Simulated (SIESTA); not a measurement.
Runs of SIESTA 5.4.2 on ZnRe. Symmetry: P-6m2, No. 187, hexagonal system. The conventional cell has a = 2.748 Å, b = 2.748 Å, c = 4.494 Å, α = 90.00°, β = 90.00°, γ = 120.00°. Re (site symmetry -6m2) is surrounded by 6 Re at 2.75 Å and 6 Zn at 2.75 Å. Zn (site symmetry -6m2) has 6 Zn at 2.75 Å and 6 Re at 2.75 Å as nearest neighbours. The cell comes from a database or a generator and needn't be the stable form of this composition.

| level | potentials or basis | gap on the mesh (eV) | pressure (GPa) |
| --- | --- | --- | --- |
| RPBE | PseudoDojo 0.4 standard (PBE files), DZP (energy shift 0.003 Ry; two zetas on semicore shells) | none | (a) |
| AM05 | PseudoDojo 0.4 standard (PBEsol files), DZP (energy shift 0.003 Ry; two zetas on semicore shells) | none | (b) |
| PW91 | PseudoDojo 0.4 standard (PBE files), DZP (energy shift 0.003 Ry; two zetas on semicore shells) | none | -1.2 |
| revPBE | PseudoDojo 0.4 standard (PBE files), DZP (energy shift 0.003 Ry; two zetas on semicore shells) | none | 2.3 |
| BLYP | PseudoDojo 0.4 standard (PBE files), DZP (energy shift 0.003 Ry; two zetas on semicore shells) | none | 6.8 |

Alike in all rows: task band structure; no spin polarisation; cell as given; k mesh 11 × 11 × 6; smearing fermi-dirac 0.05 eV; grid cutoff 800 Ry; energy shift 0.003 Ry.

Q: Estimate the missing entries.

A: (a) 3.5; (b) -9.9.

Caveats: short orbitals over semicore shells can move pressures by several GPa; the valence orbitals were made in a potential fitted to the semicore shell under them, which widens gaps by tenths of an eV or more; the potentials were made for another functional, which shifts forces and pressure; spin-orbit coupling is left out, which moves the levels of the heavy elements; the basis of atomic orbitals isn't converged, which shifts pressures, moduli and gaps.

A k mesh can miss the band edges, and the runs leave out spin-orbit coupling on Re.

A gap of «none» marks a metal or a gap under the smearing width.

Runs at the PBE level aren't shown here.
